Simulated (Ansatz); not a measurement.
# C₂H₄GeN radical: a ladder of functionals and wavefunction methods

An exercise on one series of results from a longer session: the logs are not shown, and one member is left open.

The runs use Ansatz 0.2.0, Gaussian basis; functionals in def2-TZVPP, the program's frozen cores in correlated methods.

The runs, in order: LDA (SPW92), PBE-D4, revPBE-D4, BLYP-D4, r2SCAN-D4, B97M-V, PBE0-D4, B3LYP-D4, r2SCANh-D4, r2SCAN0-D4, HSE06-D4, BHLYP-D4, CAM-B3LYP-D4, LC-ωPBE, ωB97X-V, ωB97M-V, B2PLYP, PBE-QIDH; CCSD(T)/def2-SVP; CCSD(T)/def2-TZVPP; MP2/def2-QZVPP; extrapolation to the limit; RPA on PBE.

### The geometry

All runs share one geometry, relaxed beforehand with PBE0-D4 in a triple-zeta def2 set.

SMILES `[C]#[C][GeH2][NH2]`, 8 atoms, charge 0, spin multiplicity 2.

Atoms are counted from 1 here; the program's logs count them from 0.

Bond lengths: C1–C2 1.214 Å, C2–Ge3 1.921 Å, Ge3–N4 1.829 Å, Ge3–H5 1.531 Å, Ge3–H6 1.531 Å, N4–H7 1.011 Å, N4–H8 1.011 Å. Angles: C1–C2–Ge3 179.0°, C2–Ge3–N4 112.6°, C2–Ge3–H5 107.3°, C2–Ge3–H6 107.3°, N4–Ge3–H5 108.1°, N4–Ge3–H6 108.1°, H5–Ge3–H6 113.4°, Ge3–N4–H7 114.2°, Ge3–N4–H8 114.2°, H7–N4–H8 108.6°.

Set-up of the first run:

in.yaml

```yaml
crystal:
  periodic: [false, false, false]
  atoms:
    - {symbol: C, position_ang: [2.268065, -0.503193, 1.728119]}
    - {symbol: C, position_ang: [1.371257, -0.065910, 1.036389]}
    - {symbol: Ge, position_ang: [-0.038278, 0.656755, -0.051274]}
    - {symbol: N, position_ang: [-1.064952, -0.643226, -0.826569]}
    - {symbol: H, position_ang: [0.619513, 1.472872, -1.167059]}
    - {symbol: H, position_ang: [-0.937823, 1.491850, 0.863689]}
    - {symbol: H, position_ang: [-0.563361, -1.238956, -1.470932]}
    - {symbol: H, position_ang: [-1.562121, -1.227192, -0.168162]}
basis:
  gaussian: {orbitals: def2-TZVPP}
magnetization: {spin_polarized: true, initial_magnetization: 1}
hamiltonian: {xc: lda}
output: {orbitals: {seedname: orbitals}}
```

Run with:

```console
> ansatz run in.yaml --threads 4 --pin off --events-out ev --progress --plain --max-ram 10444MiB
```

Among the steps run: LDA; PBE-D4 (GGA); revPBE-D4 (GGA); BLYP-D4 (GGA); r2SCAN-D4 (meta-GGA); B97M-V (meta-GGA); PBE0-D4 (hybrid); B3LYP-D4 (hybrid); r2SCANh-D4 (hybrid); r2SCAN0-D4 (hybrid); HSE06-D4 (hybrid); BHLYP-D4 (hybrid); CAM-B3LYP-D4 (range-separated); LC-ωPBE (range-separated); ωB97X-V (range-separated); ωB97M-V (range-separated); B2PLYP (double hybrid); PBE-QIDH (double hybrid).

One of the session's tables, all rows but one given; the rest of the session is left out.

It belongs to the step «Frontier levels by functional». 

```
  functional  HOMO (eV)  LUMO (eV)  gap (eV)
 LDA (SPW92)      -6.75      -6.18      0.57
      PBE-D4      -6.59      -5.77      0.82
   revPBE-D4      -6.53      -5.64      0.88
     BLYP-D4      -6.46      -5.82      0.65
   r2SCAN-D4      -6.70      -5.15      1.56
      B97M-V      -6.84      -5.56      1.29
     PBE0-D4      -7.73      -4.57      3.16
    B3LYP-D4      -7.53      -5.18      2.35
  r2SCANh-D4      -7.16      -4.70      2.46
  r2SCAN0-D4      -7.91      -4.04      3.87
    HSE06-D4      -7.33      -4.96      2.37
    BHLYP-D4      -8.98      -3.53      5.44
CAM-B3LYP-D4      -9.13      -3.69      5.44
     LC-ωPBE     -10.54      -1.88      8.66
     ωB97X-V          ?          ?         ?
     ωB97M-V     -10.05      -2.77      7.28
```

**Question.** Estimate the row for ωB97X-V.

**Answer.** HOMO (eV): -10.16; LUMO (eV): -2.76; gap (eV): 7.41. In the column «HOMO (eV)» it lies between LC-ωPBE (-10.54) and ωB97M-V (-10.05).
